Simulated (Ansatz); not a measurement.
# k/cubic: the band gap up the ladder of functionals

The task here is to estimate one member of a computed series from the others.

Program: Ansatz 0.2.0. PAW datasets, plane waves. Simulation only: spin-unpolarised, and no claim that this is the phase found in nature.

**The structure to begin with**

The cell was relaxed beforehand with r2SCAN.

The symmetry is R-3m (No. 166, trigonal); conventional cell a = 3.541 Å, c = 18.143 Å, 10.94 Å³ an atom. Near Zr stand 8 O at 2.19–2.27 Å; near O stand 3 Sn at 2.18 Å and 1 Zr at 2.27 Å; near O stand 3 Zr at 2.19 Å and 1 Sn at 2.25 Å; near Sn stand 8 O at 2.18–2.25 Å.

Structure file:

```xyz
6
Lattice="1.7704 1.0221 6.0478 -1.7704 1.0221 6.0478 0.0000 -2.0443 6.0478" Properties=species:S:1:pos:R:3 pbc="T T T"
Zr    0.0000    0.0000    0.0000
O     0.0000    0.0000    2.2677
O     0.0000    0.0000    6.8256
Sn    0.0000    0.0000    9.0717
O     0.0000    0.0000   11.3177
O     0.0000    0.0000   15.8756
```

The first run:

input.yaml reads:

```yaml
crystal:
  lattice:
    - [1.7703902209, 1.0221352688, 6.0477715881]
    - [-1.7703902209, 1.0221352688, 6.0477715881]
    - [0.0, -2.044270543, 6.0477715872]
  atoms:
    - { symbol: Zr, position: [0.0, 0.0, 0.0] }
    - { symbol: O, position: [0.1249906819, 0.1249906819, 0.1249906819] }
    - { symbol: O, position: [0.3762036098, 0.3762036098, 0.3762036098] }
    - { symbol: Sn, position: [0.5, 0.5, 0.5] }
    - { symbol: O, position: [0.6237963902, 0.6237963902, 0.6237963902] }
    - { symbol: O, position: [0.8750093181, 0.8750093181, 0.8750093181] }
kpoints:
  mp_grid: { grid: [8, 8, 8] }
  band_path:
    path:
      - [[0.0, 0.0, 0.0], [0.5, 0.5, 0.5], [0.8142903613046, 0.1857096386954, 0.5]]
      - [[0.5, -0.1857096386954, 0.1857096386954], [0.5, -1.889010919042e-16, -1.222378917059e-16], [0.0, 0.0, 0.0], [0.3428548193477, -0.3428548193477, 5.017298450513e-34]]
      - [[0.6571451806523, -5.033351258646e-17, 0.3428548193477], [0.5, 4.882754206335e-17, 0.5], [0.0, 0.0, 0.0]]
    npoints: 10
hamiltonian:
  xc: pbe
scf:
  occupations: { method: fermi_dirac, width: 0.02 }
  n_extra_bands: 5
output:
  forces: true
  stress: true
  eigenvalues: true
```

Started as:

```
$ ansatz run input.yaml --threads 4 --pin off --max-ram 6451MiB --backend cpu --events-out ev --progress --plain --runs-dir out
```

Among the steps run: Band structure with PBE; Single point with r2SCAN; HSE06; Single point with PBE+SOC; Single point with PBE0.

One table of the session follows, with a row left open; its other results are not shown here.

```
  level  gap (eV)
    PBE      2.61
 r2SCAN      3.12
  HSE06      4.02
PBE+SOC      2.61
   PBE0         ?
```

Estimate the missing values for PBE0.

**Answer.** gap (eV): 4.75. In the column «gap (eV)» it is the highest.

Meshes: PBE 8×8×8, r2SCAN 8×8×8, HSE06 6×6×6, PBE+SOC 8×8×8, PBE0 6×6×6

What this shows: PBE gives the least gap, 2.61 eV, and PBE0 the largest, 4.75 eV. Against HSE06, PBE is short by 1.41 eV, at 65 % of it, and r2SCAN 78 %. PBE0 lies 0.73 eV above HSE06, which differs from it by screening the long-range exchange.

Limits of these values: Warnings in the runs' records: stress scf threshold loose, stress exchange threshold loose.
